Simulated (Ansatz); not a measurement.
**CF₆OSi: basis-set convergence**

Aim: see how fast density functionals converge with the basis set for CF₆OSi.

The runs use Ansatz 0.2.0, Gaussian basis; one geometry, several basis sets.

The runs, in order: PBE0-D4/def2-SVP; ωB97M-V/def2-SVP; PBE0-D4/def2-QZVPP; ωB97M-V/def2-QZVPP; the functionals' def2-TZVPP values are taken from earlier runs.

## Step 1: The relaxed structure

All runs share one geometry, relaxed beforehand with PBE0-D4 in a triple-zeta def2 set.

SMILES `FC(F)(F)O[Si](F)(F)F`, 9 atoms, charge 0, spin multiplicity 1.

Atoms are counted from 1 here; the program's logs count them from 0.

Bond lengths: F1–C2 1.326 Å, C2–F3 1.338 Å, C2–F4 1.322 Å, C2–O5 1.344 Å, O5–Si6 1.626 Å, Si6–F7 1.562 Å, Si6–F8 1.563 Å, Si6–F9 1.560 Å. Angles: F1–C2–F3 107.9°, F1–C2–F4 108.5°, F1–C2–O5 110.7°, F3–C2–F4 108.3°, F3–C2–O5 111.5°, F4–C2–O5 109.9°, C2–O5–Si6 129.7°, O5–Si6–F7 111.3°, O5–Si6–F8 111.2°, O5–Si6–F9 105.9°, F7–Si6–F8 109.0°, F7–Si6–F9 109.5°, F8–Si6–F9 109.9°.

## Step 2: PBE0-D4 in def2-SVP

in.yaml

```yaml
crystal:
  periodic: [false, false, false]
  atoms:
    - {symbol: F, position_ang: [0.998907, -1.727800, -1.085265]}
    - {symbol: C, position_ang: [0.778652, -0.421351, -1.036416]}
    - {symbol: F, position_ang: [-0.337010, -0.165233, -1.729198]}
    - {symbol: F, position_ang: [1.786685, 0.195740, -1.628828]}
    - {symbol: O, position_ang: [0.673255, -0.005584, 0.237644]}
    - {symbol: Si, position_ang: [-0.647998, 0.415891, 1.085981]}
    - {symbol: F, position_ang: [-1.265851, 1.745975, 0.547943]}
    - {symbol: F, position_ang: [-1.734163, -0.706499, 1.037005]}
    - {symbol: F, position_ang: [-0.163978, 0.622562, 2.554133]}
basis:
  gaussian: {orbitals: def2-SVP}
hamiltonian: {xc: pbe0, dispersion: d4}
output: {orbitals: {seedname: orbitals}}
```

On the command line:

```bash
$ ansatz run in.yaml --threads 4 --pin off --events-out ev --progress --plain --max-ram 11315MiB
```

After this run come: ωB97M-V in def2-SVP; PBE0-D4 in def2-QZVPP; ωB97M-V in def2-QZVPP.

Before running them: what should the planned runs give, taken together? Wanted: PBE0-D4: double and triple zeta above quadruple; ωB97M-V: double and triple zeta above quadruple.

As calculated:

```
                                       quantity           value
PBE0-D4: double and triple zeta above quadruple  28.56, 1.32 eV
ωB97M-V: double and triple zeta above quadruple  28.85, 1.23 eV
```

What this shows: PBE0-D4 gains 27.24 eV from double to triple zeta, then 1.32 eV more. Total energies overstate the basis error of differences, where much of it tends to cancel. The LUMO of ωB97M-V is positive and keeps falling with the basis (2.75 to 1.76 eV): an unbound level that the basis holds in place.
